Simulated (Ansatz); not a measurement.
# H2Se (singlet): the correlation ladder at distance Se1–H3 = 1.976 Å, 6-31G

How much of the correlation energy of H2Se (singlet) does each wave-function method recover here?

Computed with Ansatz 0.2.0, Gaussian basis. Level: 6-31G, core rule «outside noble gas», up to 14 orbitals frozen.

Plan: UHF; CCSD(T) on RHF; CCSD(T) on UHF; BCCD(T) on RHF; CISD; CCSDT(Q) on RHF; CCSDT(Q) on UHF; CCSDTQ on RHF; CASSCF and MRCISD+Q, 2 electrons in 2 orbitals; CASSCF and NEVPT2, 2 electrons in 2 orbitals; CASSCF and MRCISD+Q, 8 electrons in 6 orbitals; CASSCF and NEVPT2, 8 electrons in 6 orbitals; Full CI.

17 further runs of the same task are left out: 16 that didn't finish, 1 set aside as unsound or not needed. Runs told in other sessions of the task aren't counted.

**1. The geometry**

The geometry derives from a PBE0/def2-TZVP stationary point (not a proven minimum). One bond is set to the value named and the two fragments are kept rigid. No spin-orbit coupling is included. The filled d shell of Se may be among the frozen orbitals whatever the setting's name suggests.

3 atoms, charge 0, spin multiplicity 1.

Atoms are counted from 1 here; the program's logs count them from 0.

Bond lengths: Se1–H2 1.467 Å.

**2. UHF**

Input file in.yaml:

```yaml
crystal:
  periodic: [false, false, false]
  atoms:
    - {symbol: Se, position_ang: [0.000000, -0.029990, -0.004527]}
    - {symbol: H, position_ang: [0.000000, 0.996508, -1.052317]}
    - {symbol: H, position_ang: [0.000000, 1.352830, 1.406991]}
basis:
  gaussian: {orbitals: 6-31G}
magnetization: {spin_polarized: true, initial_magnetization: 0}
hamiltonian: {xc: hf}
output: {orbitals: {seedname: orbitals}}
```

Run with:

```console
$ ansatz run in.yaml --threads 1 --pin off --events-out ev --progress --plain --max-ram 2393MiB
```

The runs that follow: CCSD(T) on RHF; CCSD(T) on UHF; BCCD(T) on RHF; CISD; CCSDT(Q) on RHF; CCSDT(Q) on UHF; CCSDTQ on RHF; CASSCF and MRCISD+Q, 2 electrons in 2 orbitals; CASSCF and NEVPT2, 2 electrons in 2 orbitals; CASSCF and MRCISD+Q, 8 electrons in 6 orbitals; CASSCF and NEVPT2, 8 electrons in 6 orbitals; Full CI.

**Question.** What will the summary of the whole plan be? Wanted: FCI from the RHF energy; RMP2 from FCI; RCCSD from FCI; RCCSD(T) from FCI; RCCSDT(Q) from FCI; NEVPT2 pair from FCI; MRCISD+Q pair from FCI; NEVPT2 valence from FCI; T1 diagnostic.

The runs gave:

```
                         quantity                                                                                                  value
          FCI from the RHF energy                                                                                             -2.4916 eV
                    RMP2 from FCI                                                                                           +66.6 kJ/mol
                   RCCSD from FCI                                                                                            +3.7 kJ/mol
                RCCSD(T) from FCI                                                                                            +0.8 kJ/mol
               RCCSDT(Q) from FCI                                                                                             0.0 kJ/mol
             NEVPT2 pair from FCI                                                                                           +31.3 kJ/mol
           MRCISD+Q pair from FCI                                                                                            -0.2 kJ/mol
          NEVPT2 valence from FCI                                                                                           +20.4 kJ/mol
levels within 1 kcal/mol (43 meV)  RCCSD, RCCSD(T), BCCD(T), RCCSDT, RCCSDT(Q), RCCSDTQ, MRCISD+Q pair, MRCISD valence, MRCISD+Q valence
                    T1 diagnostic                                                                                                  0.012
   effectively unpaired electrons                                                                                                   0.12
```

In words: RCCSD(T) misses by +0.8 kJ/mol, 0.3 % of the correlation energy. One determinant dominates. Of the multireference levels listed MRCISD+Q pair comes nearest in total energy (-0.2 kJ/mol), which doesn't show that its space is the better one. These misses are within one basis, not against nature.
